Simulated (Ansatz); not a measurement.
I need energies of removing a hydrogen of C₃H₇FSi, SMILES F[C@@H]1C[C@H]1[SiH3]. Use the Ansatz DFT code, driven from Python. Level of theory (for the species named): B3LYP, cc-pVDZ basis, multiplicity 1.

```xyz
12

F    -1.9876    0.5002   -1.5110
C    -0.7487    0.0394   -1.1030
C    -0.8379   -1.0593   -0.0578
C    -0.4311    0.3499    0.3490
Si    1.3973    0.5663    0.7161
H     0.0869   -0.0507   -1.8299
H    -0.0213   -1.8096   -0.1275
H    -1.8755   -1.3384    0.2237
H    -1.2103    0.9235    0.8941
H     1.6540    0.2194    2.1214
H     1.7765    1.9670    0.4802
H     2.1978   -0.3077   -0.1553
```

`bde_c3h7fsi.py`
```python
'''Cost of removing each kind of hydrogen from C3H7FSi, fragments frozen.'''

import ansatz


def energy_of(molecule, charge=0, unpaired=0):
    calc = (
        molecule.calculation()
        .basis(gaussian='cc-pVDZ')
        .functional('b3lyp')
    )
    if charge:
        calc = calc.charge(charge)
    if unpaired:
        calc = calc.spin('collinear', total=unpaired)
    return calc.run(threads=1).report['free_energy_ev']

def without(molecule, index):
    rest = ansatz.Crystal.molecule()
    for i, site in enumerate(molecule.cartesian_sites):
        if i != index:
            rest = rest.atom(site.symbol, site.position_ang)
    return rest

geometry_ang = [
    ('F', (-1.9876, 0.5002, -1.511)),
    ('C', (-0.7487, 0.0394, -1.103)),
    ('C', (-0.8379, -1.0593, -0.0578)),
    ('C', (-0.4311, 0.3499, 0.349)),
    ('Si', (1.3973, 0.5663, 0.7161)),
    ('H', (0.0869, -0.0507, -1.8299)),
    ('H', (-0.0213, -1.8096, -0.1275)),
    ('H', (-1.8755, -1.3384, 0.2237)),
    ('H', (-1.2103, 0.9235, 0.8941)),
    ('H', (1.654, 0.2194, 2.1214)),
    ('H', (1.7765, 1.967, 0.4802)),
    ('H', (2.1978, -0.3077, -0.1553)),
]
geometry = ansatz.Crystal.molecule()
for symbol, xyz in geometry_ang:
    geometry = geometry.atom(symbol, xyz)

whole = energy_of(geometry, 0)
hydrogen = energy_of(ansatz.Crystal.molecule().atom('H', (0, 0, 0)), 0, 1)
print(f'E(molecule) = {whole:.5f} eV, E(H) = {hydrogen:.5f} eV')
for index in [5, 7, 8]:
    radical = energy_of(without(geometry, index), 0, 1)
    print(f'H{index}: homolysis {96.485332 * (radical + hydrogen - whole):.1f} kJ/mol')
```

Output of `python bde_c3h7fsi.py`:
```text
E(molecule) = -13818.84369 eV, E(H) = -13.63992 eV
H5: homolysis 462.6 kJ/mol
H7: homolysis 489.7 kJ/mol
H8: homolysis 478.2 kJ/mol
```

What to keep in mind:
- Total energies depend on the basis set; only differences at equal settings carry meaning.
- The geometry is a force-field or estimated start, not a minimum of this method, and the basis set is short of its limit. All parts are taken at fixed geometry, without zero-point energy.
- b3lyp holds the VWN-RPA fit, as in Gaussian; the form of ORCA and Turbomole is b3lyp5.
- Wall time of the script: 26 s on 1 thread of Arm Neoverse V1 (shared host), peak memory 0.33 GiB.

(Lines on the test bed's own set-up are left out of the output.)
